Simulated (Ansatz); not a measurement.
# CH₅ClOSi₂: up Jacob's ladder to CCSD(T)

Aim: compute CH₅ClOSi₂ with functionals from several rungs and with coupled cluster. The yardstick is the atomisation energy at the CCSD(T) limit.

Computed with Ansatz 0.2.0, Gaussian basis. Level: functionals in def2-TZVPP, the program's frozen cores in correlated methods.

The runs, in order: PBE-D4, r2SCAN-D4, PBE0-D4, B3LYP-D4, ωB97X-V, ωB97M-V, B2PLYP; CCSD(T)/def2-TZVPP; MP2/def2-QZVPP; extrapolation to the limit.

## (1) The relaxed structure

The geometry comes from an earlier relaxation with PBE0-D4 in a triple-zeta def2 set; it is a stationary point, not always the lowest conformer.

SMILES `Cl[SiH2][SiH]1CO1`, 10 atoms, charge 0, spin multiplicity 1.

Atoms are counted from 1 here; the program's logs count them from 0.

Bond lengths: Cl1–Si2 2.063 Å, Si2–Si3 2.331 Å, Si2–H6 1.484 Å, Si2–H7 1.483 Å, Si3–C4 1.813 Å, Si3–O5 1.674 Å, Si3–H8 1.483 Å, C4–O5 1.462 Å, C4–H9 1.088 Å, C4–H10 1.088 Å. Angles: Cl1–Si2–Si3 107.5°, Cl1–Si2–H6 107.9°, Cl1–Si2–H7 108.7°, Si3–Si2–H6 112.6°, Si3–Si2–H7 110.3°, H6–Si2–H7 109.7°, Si2–Si3–C4 120.9°, Si2–Si3–O5 115.4°, Si2–Si3–H8 116.2°, C4–Si3–O5 49.4°, C4–Si3–H8 120.4°, O5–Si3–H8 116.4°, Si3–C4–O5 60.3°, Si3–C4–H9 122.0°, Si3–C4–H10 120.8°, O5–C4–H9 113.4°, O5–C4–H10 113.1°, H9–C4–H10 114.0° and more.

## (2) PBE-D4 (GGA)

in.yaml reads:

```yaml
crystal:
  periodic: [false, false, false]
  atoms:
    - {symbol: Cl, position_ang: [-3.012991, -0.769953, 0.682330]}
    - {symbol: Si, position_ang: [-1.521183, 0.653082, 0.607100]}
    - {symbol: Si, position_ang: [0.165840, -0.174265, -0.772008]}
    - {symbol: C, position_ang: [1.778406, -0.645139, -0.090790]}
    - {symbol: O, position_ang: [1.612955, 0.664662, -0.719893]}
    - {symbol: H, position_ang: [-2.116206, 1.909943, 0.089451]}
    - {symbol: H, position_ang: [-1.003739, 0.872628, 1.979326]}
    - {symbol: H, position_ang: [-0.260277, -0.669949, -2.103464]}
    - {symbol: H, position_ang: [1.993589, -0.589434, 0.974222]}
    - {symbol: H, position_ang: [2.446705, -1.302876, -0.643274]}
basis:
  gaussian: {orbitals: def2-TZVPP}
hamiltonian: {xc: pbe, dispersion: d4}
output: {forces: true, orbitals: {seedname: orbitals}}
```

Launch:

```bash
$ ansatz run in.yaml --threads 4 --pin off --events-out ev --progress --plain --max-ram 10444MiB
```

After this run come: r2SCAN-D4 (meta-GGA); PBE0-D4 (hybrid); B3LYP-D4 (hybrid); ωB97X-V (range-separated); ωB97M-V (range-separated); B2PLYP (double hybrid); CCSD(T) in def2-TZVPP; MP2 in def2-QZVPP.

Q: Predict the results of all the runs planned. Wanted: atomisation energy, CCSD(T)/CBS; farthest; mean size of error, hybrid; mean size of error, range-separated; gap, smallest and largest; T1 diagnostic; triples share of the correlation energy.

As calculated:

| quantity | value |
| --- | --- |
| atomisation energy, CCSD(T)/CBS | 812.9 kcal/mol |
| functionals within 4.1 kcal/mol (0.5 %) | r2SCAN-D4, PBE0-D4, ωB97M-V |
| farthest | B2PLYP (-14.2 kcal/mol) |
| mean size of error, hybrid | 4.6 kcal/mol |
| mean size of error, range-separated | 3.0 kcal/mol |
| gap, smallest and largest | 4.30 eV (PBE-D4), 10.68 eV (ωB97X-V) |
| T1 diagnostic | 0.0137 |
| triples share of the correlation energy | 4.1 % |

What this shows: PBE-D4 is off by +10.7 kcal/mol. Double hybrids carry the basis error of their MP2 part in triple zeta, and no dispersion term here, so their miss is partly the set-up's. The reference freezes the cores and leaves out relativity and excitations past (T), so misses under about 4.1 kcal/mol can't be ranked. Hartree-Fock recovers 72 % of the binding; the rest is correlation. Orbital gaps span 4.3 to 10.7 eV; exact exchange widens them.
